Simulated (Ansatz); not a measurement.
# CH₄FSSn radical: a ladder of functionals and wavefunction methods

An exercise on one series of results from a longer session: the logs are not shown, and one member is left open.

The runs use Ansatz 0.2.0, Gaussian basis; functionals in def2-TZVPP, the program's frozen cores in correlated methods.

Levels to be run: LDA (SPW92), PBE-D4, revPBE-D4, BLYP-D4, r2SCAN-D4, B97M-V, PBE0-D4, B3LYP-D4, r2SCANh-D4, r2SCAN0-D4, HSE06-D4, BHLYP-D4, CAM-B3LYP-D4, LC-ωPBE, ωB97X-V, ωB97M-V, B2PLYP, PBE-QIDH; CCSD(T)/def2-SVP; CCSD(T)/def2-TZVPP; MP2/def2-QZVPP; extrapolation to the limit; RPA on PBE.

**The relaxed structure**

All runs share one geometry, relaxed beforehand with PBE0-D4 in a triple-zeta def2 set. Sn takes the def2 core potential; no spin-orbit term is included.

SMILES `[CH3][Sn]([F])[SH]`, 8 atoms, charge 0, spin multiplicity 2.

Atoms are counted from 1 here; the program's logs count them from 0.

Bond lengths: C1–Sn2 2.168 Å, C1–H5 1.088 Å, C1–H6 1.089 Å, C1–H7 1.091 Å, Sn2–F3 1.941 Å, Sn2–S4 2.424 Å, S4–H8 1.345 Å. Angles: Sn2–C1–H5 109.6°, Sn2–C1–H6 109.0°, Sn2–C1–H7 105.6°, H5–C1–H6 110.7°, H5–C1–H7 110.8°, H6–C1–H7 110.9°, C1–Sn2–F3 103.8°, C1–Sn2–S4 109.4°, F3–Sn2–S4 101.7°, Sn2–S4–H8 90.9°.

Set-up of the first run:

in.yaml

```yaml
crystal:
  periodic: [false, false, false]
  atoms:
    - {symbol: C, position_ang: [0.587867, 1.174656, -0.623713]}
    - {symbol: Sn, position_ang: [-0.909780, 0.006162, 0.421710]}
    - {symbol: F, position_ang: [-0.135985, -0.268918, 2.180433]}
    - {symbol: S, position_ang: [-0.931500, -2.250509, -0.464154]}
    - {symbol: H, position_ang: [0.550797, 2.206805, -0.281192]}
    - {symbol: H, position_ang: [0.398790, 1.116543, -1.694766]}
    - {symbol: H, position_ang: [1.545359, 0.717427, -0.372017]}
    - {symbol: H, position_ang: [-1.013347, -2.759264, 0.777799]}
basis:
  gaussian: {orbitals: def2-TZVPP}
magnetization: {spin_polarized: true, initial_magnetization: 1}
hamiltonian: {xc: lda}
output: {orbitals: {seedname: orbitals}}
```

Started as:

```sh
> ansatz run in.yaml --threads 4 --pin off --events-out ev --progress --plain --max-ram 10444MiB
```

Steps of the session up to this table: LDA; PBE-D4 (GGA); revPBE-D4 (GGA); BLYP-D4 (GGA); r2SCAN-D4 (meta-GGA); B97M-V (meta-GGA); PBE0-D4 (hybrid); B3LYP-D4 (hybrid); r2SCANh-D4 (hybrid); r2SCAN0-D4 (hybrid); HSE06-D4 (hybrid); BHLYP-D4 (hybrid); CAM-B3LYP-D4 (range-separated); LC-ωPBE (range-separated); ωB97X-V (range-separated); ωB97M-V (range-separated); B2PLYP (double hybrid); PBE-QIDH (double hybrid).

One of the session's tables, all rows but one given; the rest of the session is left out.

```
  functional  HOMO (eV)  LUMO (eV)  gap (eV)
 LDA (SPW92)      -5.39      -4.77      0.62
      PBE-D4      -5.29      -4.44      0.85
   revPBE-D4      -5.25      -4.32      0.93
     BLYP-D4      -5.12      -4.42      0.70
   r2SCAN-D4      -5.65      -4.20      1.45
      B97M-V      -5.48      -4.52      0.96
     PBE0-D4      -6.40      -3.66      2.74
    B3LYP-D4      -6.16      -4.00      2.16
  r2SCANh-D4      -6.06      -3.91      2.15
  r2SCAN0-D4      -6.67      -3.47      3.20
    HSE06-D4      -6.01      -4.03      1.99
    BHLYP-D4      -7.35      -2.92      4.43
CAM-B3LYP-D4          ?          ?         ?
     LC-ωPBE      -8.94      -1.52      7.42
     ωB97X-V      -8.49      -1.86      6.63
     ωB97M-V      -8.38      -1.96      6.42
```

Estimate the missing values for CAM-B3LYP-D4.

The run gave: HOMO (eV): -7.61; LUMO (eV): -2.82; gap (eV): 4.80. In the column «HOMO (eV)» it lies between ωB97M-V (-8.38) and BHLYP-D4 (-7.35).

To keep in mind: All levels share the lack of spin-orbit coupling, which lowers the free heavy atoms and so the true binding.
